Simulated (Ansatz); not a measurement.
# BF₂H₃O₄Si: how energies converge with the basis set

Aim: see how fast density functionals converge with the basis set for BF₂H₃O₄Si.

Method: one geometry, several basis sets; program: Ansatz 0.2.0, Gaussian basis.

The runs, in order: PBE0-D4/def2-SVP; ωB97M-V/def2-SVP; PBE0-D4/def2-QZVPP; ωB97M-V/def2-QZVPP; the functionals' def2-TZVPP values are taken from earlier runs.

## (1) The relaxed structure

All runs share one geometry, relaxed beforehand with PBE0-D4 in a triple-zeta def2 set.

SMILES `O[Si](O)(O)OB(F)F`, 11 atoms, charge 0, spin multiplicity 1.

Atoms are counted from 1 here; the program's logs count them from 0.

Bond lengths: O1–Si2 1.619 Å, O1–H9 0.957 Å, Si2–O3 1.621 Å, Si2–O4 1.630 Å, Si2–O5 1.647 Å, O3–H10 0.959 Å, O4–H11 0.958 Å, O5–B6 1.336 Å, B6–F7 1.333 Å, B6–F8 1.318 Å. Angles: Si2–O1–H9 117.9°, O1–Si2–O3 104.2°, O1–Si2–O4 113.9°, O1–Si2–O5 109.8°, O3–Si2–O4 114.0°, O3–Si2–O5 112.3°, O4–Si2–O5 102.9°, Si2–O3–H10 117.4°, Si2–O4–H11 117.4°, Si2–O5–B6 133.5°, O5–B6–F7 121.7°, O5–B6–F8 121.1°, F7–B6–F8 117.2°.

## (2) PBE0-D4 in def2-SVP

The input, in.yaml:

```yaml
crystal:
  periodic: [false, false, false]
  atoms:
    - {symbol: O, position_ang: [1.089029, -1.930216, 0.043075]}
    - {symbol: Si, position_ang: [0.223997, -0.598022, 0.354197]}
    - {symbol: O, position_ang: [1.192603, 0.292333, 1.301601]}
    - {symbol: O, position_ang: [-1.241950, -0.897823, 1.000348]}
    - {symbol: O, position_ang: [-0.146763, 0.167592, -1.055812]}
    - {symbol: B, position_ang: [-0.385738, 1.442948, -1.375689]}
    - {symbol: F, position_ang: [-0.305756, 2.418051, -0.471062]}
    - {symbol: F, position_ang: [-0.704244, 1.787192, -2.607387]}
    - {symbol: H, position_ang: [0.700312, -2.594000, -0.527070]}
    - {symbol: H, position_ang: [0.910757, 1.185967, 1.503760]}
    - {symbol: H, position_ang: [-1.266949, -1.331122, 1.854641]}
basis:
  gaussian: {orbitals: def2-SVP}
hamiltonian: {xc: pbe0, dispersion: d4}
output: {orbitals: {seedname: orbitals}}
```

On the command line:

```sh
> ansatz run in.yaml --threads 4 --pin off --events-out ev --progress --plain --max-ram 11315MiB
```

Further steps of the session: ωB97M-V in def2-SVP; PBE0-D4 in def2-QZVPP; ωB97M-V in def2-QZVPP.

**Question.** What will the summary of the whole plan be? Wanted: PBE0-D4: double and triple zeta above quadruple; ωB97M-V: double and triple zeta above quadruple.

The runs gave:

```
                                       quantity           value
PBE0-D4: double and triple zeta above quadruple  22.09, 1.09 eV
ωB97M-V: double and triple zeta above quadruple  22.30, 1.02 eV
```

**Reading.** PBE0-D4 gains 20.99 eV from double to triple zeta, then 1.09 eV more. These are total energies; as a rule much of such shifts cancels in differences, which this series doesn't test. The LUMO of ωB97M-V is positive and keeps falling with the basis (2.47 to 1.09 eV): an unbound level that the basis holds in place.
